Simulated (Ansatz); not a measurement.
# C₂H₇FN₂Si: up Jacob's ladder to CCSD(T)

One table from this session's results is given with a row withheld; the runs are named, their logs left out.

Program: Ansatz 0.2.0, Gaussian basis. Level of theory: functionals in def2-TZVPP, the program's frozen cores in correlated methods. These are calculated values, not measurements.

Plan: PBE-D4, r2SCAN-D4, PBE0-D4, B3LYP-D4, ωB97X-V, ωB97M-V, B2PLYP; CCSD(T)/def2-TZVPP; MP2/def2-QZVPP; extrapolation to the limit.

**The geometry**

An earlier PBE0-D4 in a triple-zeta def2 set relaxation fixed the geometry.

SMILES `C=C[Si](N)(N)F`, 13 atoms, charge 0, spin multiplicity 1.

Atoms are counted from 1 here; the program's logs count them from 0.

Bond lengths: C1–C2 1.331 Å, C1–H7 1.086 Å, C1–H8 1.087 Å, C2–Si3 1.853 Å, C2–H9 1.090 Å, Si3–N4 1.697 Å, Si3–N5 1.703 Å, Si3–F6 1.606 Å, N4–H10 1.006 Å, N4–H11 1.007 Å, N5–H12 1.006 Å, N5–H13 1.006 Å. Angles: C2–C1–H7 121.4°, C2–C1–H8 122.3°, H7–C1–H8 116.3°, C1–C2–Si3 123.6°, C1–C2–H9 117.9°, Si3–C2–H9 118.5°, C2–Si3–N4 107.7°, C2–Si3–N5 118.8°, C2–Si3–F6 104.7°, N4–Si3–N5 106.5°, N4–Si3–F6 115.9°, N5–Si3–F6 103.8°, Si3–N4–H10 121.1°, Si3–N4–H11 121.2°, H10–N4–H11 112.2°, Si3–N5–H12 120.9°, Si3–N5–H13 120.7°, H12–N5–H13 112.0°.

Set-up of the first run:

Input file in.yaml:

```yaml
crystal:
  periodic: [false, false, false]
  atoms:
    - {symbol: C, position_ang: [0.121895, -1.750027, 1.488576]}
    - {symbol: C, position_ang: [0.540916, -0.596204, 0.974338]}
    - {symbol: Si, position_ang: [-0.276410, 0.243041, -0.461475]}
    - {symbol: N, position_ang: [-0.747158, 1.791535, 0.047609]}
    - {symbol: N, position_ang: [0.610299, 0.454919, -1.899955]}
    - {symbol: F, position_ang: [-1.467546, -0.746942, -0.887521]}
    - {symbol: H, position_ang: [-0.747637, -2.264108, 1.089812]}
    - {symbol: H, position_ang: [0.624938, -2.230669, 2.323536]}
    - {symbol: H, position_ang: [1.420572, -0.130256, 1.417953]}
    - {symbol: H, position_ang: [-1.049299, 1.957818, 0.992732]}
    - {symbol: H, position_ang: [-1.137076, 2.457315, -0.599159]}
    - {symbol: H, position_ang: [1.357079, 1.126634, -1.951340]}
    - {symbol: H, position_ang: [0.749426, -0.313057, -2.535085]}
basis:
  gaussian: {orbitals: def2-TZVPP}
hamiltonian: {xc: pbe, dispersion: d4}
output: {forces: true, orbitals: {seedname: orbitals}}
```

The run is started by

```sh
$ ansatz run in.yaml --threads 2 --pin off --events-out ev --progress --plain --max-ram 32768MiB --backend cuda --devices 0, --max-vram 18GiB
```

Among the steps run: PBE-D4 (GGA); r2SCAN-D4 (meta-GGA); PBE0-D4 (hybrid); B3LYP-D4 (hybrid); ωB97X-V (range-separated); ωB97M-V (range-separated); B2PLYP (double hybrid); CCSD(T) in def2-TZVPP; MP2 in def2-QZVPP.

One of the session's tables, all rows but one given; the rest of the session is left out.

| method | atomisation energy (kJ/mol) |
| --- | --- |
| PBE-D4 | 5263.3 |
| r2SCAN-D4 | 5153.0 |
| PBE0-D4 | 5158.9 |
| B3LYP-D4 | 5176.6 |
| ωB97X-V | 5179.2 |
| ωB97M-V | 5188.6 |
| B2PLYP | 5118.2 |
| HF/def2-TZVPP | ? |
| MP2/def2-TZVPP | 5108.7 |
| CCSD/def2-TZVPP | 4937.5 |
| CCSD(T)/def2-TZVPP | 5015.4 |
| MP2/CBS | 5266.3 |
| CCSD(T)/CBS | 5173.0 |

Q: Estimate the row for HF/def2-TZVPP from the others.

As computed: atomisation energy (kJ/mol): 3694.0. In the column «atomisation energy (kJ/mol)» it is the lowest.

Caveats from the session: Free atoms (2 C, 1 Si, 2 N, 1 F, 7 H) were run apart at each level; the atomisation energy is their sum less the molecule, without zero-point or spin-orbit terms.
